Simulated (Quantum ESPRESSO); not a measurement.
Bi2Te3 (Tellurobismuthite):

```
CELL_PARAMETERS angstrom
2.19300 1.26613 10.16567
-2.19300 1.26613 10.16567
0.00000 -2.53226 10.16567
ATOMIC_POSITIONS crystal
Bi 0.60000 0.60000 0.60000
Bi 0.40000 0.40000 0.40000
Te 0.79050 0.79050 0.79050
Te 0.20950 0.20950 0.20950
Te 0.00000 0.00000 0.00000
```

Base run:

* Program: Quantum ESPRESSO 7.5
* Functional: PBE
* Potentials or basis: SSSP 1.3 efficiency PBE
* Cutoff: 748 eV
* Density cutoff: 5987 eV
* k mesh: 7 × 7 × 7
* Occupations: fermi-dirac, width 0.05 eV
* Spin: no spin polarisation

Its results: band gap on the k mesh 0.28 eV, direct; pressure 1.8 GPa; largest force 0.022 eV/Å.

Task: The run is repeated on the same cell with these changes: functional from PBE to PBEsol; potentials or basis from SSSP 1.3 efficiency PBE to PseudoDojo 0.4.1 SR PBEsol standard; cutoff from 748 eV to 1088 eV; density cutoff from 5987 eV to 4354 eV; valence electrons from 48 to 78. What comes out?

Result: Band gap on the k mesh 0.23 eV, direct; pressure -0.5 GPa; largest force 0.091 eV/Å.

Caveats: spin-orbit coupling is left out, which as a rule narrows the gap of such compounds by several tenths of an eV; an odd mesh through Γ misses points on the zone boundary, where band edges often lie (some runs); some levels on the path didn't converge (some runs).

Not every run made on this cell is shown here.
